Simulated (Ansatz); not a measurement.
**ZnNH4+ (SMILES [NH3+][ZnH]): single points off equilibrium**

A test off equilibrium: a structure displaced at random from a GFN2-xTB minimum is computed at several levels, and each is set against CCSD(T).

The runs use Ansatz 0.2.0, Gaussian basis; single points in def2-TZVPP.

Cores are frozen in the correlated methods. The 3s and 3p shells of Cu and Zn are frozen; filled d shells are correlated.

## Step 1: The starting structure

SMILES `[NH3+][ZnH]`, 6 atoms, charge 1, spin multiplicity 1.

Atoms are counted from 1 here; the program's logs count them from 0.

Bond lengths: N1–Zn2 2.068 Å, N1–H3 1.017 Å, N1–H4 1.057 Å, N1–H5 0.977 Å, Zn2–H6 1.522 Å. Angles: Zn2–N1–H3 112.2°, Zn2–N1–H4 109.5°, Zn2–N1–H5 111.4°, H3–N1–H4 106.9°, H3–N1–H5 109.4°, H4–N1–H5 107.2°, N1–Zn2–H6 179.1°.

Coordinates:

```
N    -0.0218   -0.6091   -0.4279
Zn    0.0648    1.1029    0.7291
H     0.8273   -1.1649   -0.3551
H    -0.8185   -1.2193   -0.0964
H    -0.1918   -0.3969   -1.3665
H     0.1472    2.3718    1.5663
```

## Step 2: CCSD(T)/def2-TZVPP

run/in.yaml

```yaml
crystal:
  periodic: [false, false, false]
  atoms:
    - {symbol: N, position_ang: [-0.021800, -0.609100, -0.427900]}
    - {symbol: Zn, position_ang: [0.064800, 1.102900, 0.729100]}
    - {symbol: H, position_ang: [0.827300, -1.164900, -0.355100]}
    - {symbol: H, position_ang: [-0.818500, -1.219300, -0.096400]}
    - {symbol: H, position_ang: [-0.191800, -0.396900, -1.366500]}
    - {symbol: H, position_ang: [0.147200, 2.371800, 1.566300]}
basis:
  gaussian: {orbitals: def2-TZVPP}
total_charge: 1
correlation: {method: ccsd_t, frozen_orbitals: {H: 0, "N": 1, Zn: 9}}
output: {forces: true}
```

No record of the launch command was kept for these runs.

## Step 3: PBE0-D4/def2-TZVPP

Edit run/in.yaml of step 2 so:

```diff
@@ -12,3 +12,3 @@
 total_charge: 1
-correlation: {method: ccsd_t, frozen_orbitals: {H: 0, "N": 1, Zn: 9}}
-output: {forces: true}
+hamiltonian: {xc: pbe0, dispersion: d4}
+output: {forces: true, orbitals: {seedname: orbitals}}
```

## Step 4: wB97M-V/def2-TZVPP

Edit run/in.yaml of step 3 so:

```diff
@@ -12,3 +12,3 @@
 total_charge: 1
-hamiltonian: {xc: pbe0, dispersion: d4}
-output: {forces: true, orbitals: {seedname: orbitals}}
+hamiltonian: {xc: {name: wB97M-V}}
+output: {forces: true}
```

## Step 5: r2SCAN-D4/def2-TZVPP

Edit run/in.yaml of step 4 so:

```diff
@@ -12,3 +12,3 @@
 total_charge: 1
-hamiltonian: {xc: {name: wB97M-V}}
+hamiltonian: {xc: r2scan, dispersion: d4}
 output: {forces: true}
```

## Step 6: PBE-D4/def2-TZVPP

Edit run/in.yaml of step 5 so:

```diff
@@ -12,3 +12,3 @@
 total_charge: 1
-hamiltonian: {xc: r2scan, dispersion: d4}
+hamiltonian: {xc: pbe, dispersion: d4}
 output: {forces: true}
```

## Step 7: r2SCAN0-D4/def2-TZVPP

Edit run/in.yaml of step 6 so:

```diff
@@ -12,3 +12,3 @@
 total_charge: 1
-hamiltonian: {xc: pbe, dispersion: d4}
+hamiltonian: {xc: {name: r2SCAN0}, dispersion: d4}
 output: {forces: true}
```

## Step 8: wB97X-V/def2-TZVPP

Edit run/in.yaml of step 7 so:

```diff
@@ -12,3 +12,3 @@
 total_charge: 1
-hamiltonian: {xc: {name: r2SCAN0}, dispersion: d4}
+hamiltonian: {xc: {name: wB97X-V}}
 output: {forces: true}
```

(Steps that only read results are left out.)

Q: Predict the outcome of this session. Wanted: energy less free atoms, CCSD(T)/def2-TZVPP; RMS force component; RMS force error; HOMO and LUMO, PBE0-D4; T1 diagnostic.

The runs gave:

```
                                  quantity                                                                                              value
energy less free atoms, CCSD(T)/def2-TZVPP                                                                                      -841.5 kJ/mol
                       RMS force component                                                               0.942 to 0.972 eV/Å over the methods
                           RMS force error  PBE0-D4 0.050, wB97M-V 0.030, r2SCAN-D4 0.031, PBE-D4 0.147, r2SCAN0-D4 0.104, wB97X-V 0.034 eV/Å
                    HOMO and LUMO, PBE0-D4                                                                                -14.31 and -6.20 eV
                             T1 diagnostic                                                                                              0.014
```

In words: Against CCSD(T) the functionals' energies less atoms differ by -51.4 to -11.6 kJ/mol, PBE-D4 by -40.0 kJ/mol. A larger basis would deepen the CCSD(T) value, while the functionals are nearly converged already, so the order here is not reliable. The forces of wB97M-V come nearest to CCSD(T), those of PBE-D4 are farthest. Frozen-core CCSD(T) forces in triple zeta carry basis errors of their own, and this is one geometry, so small gaps rank nothing.
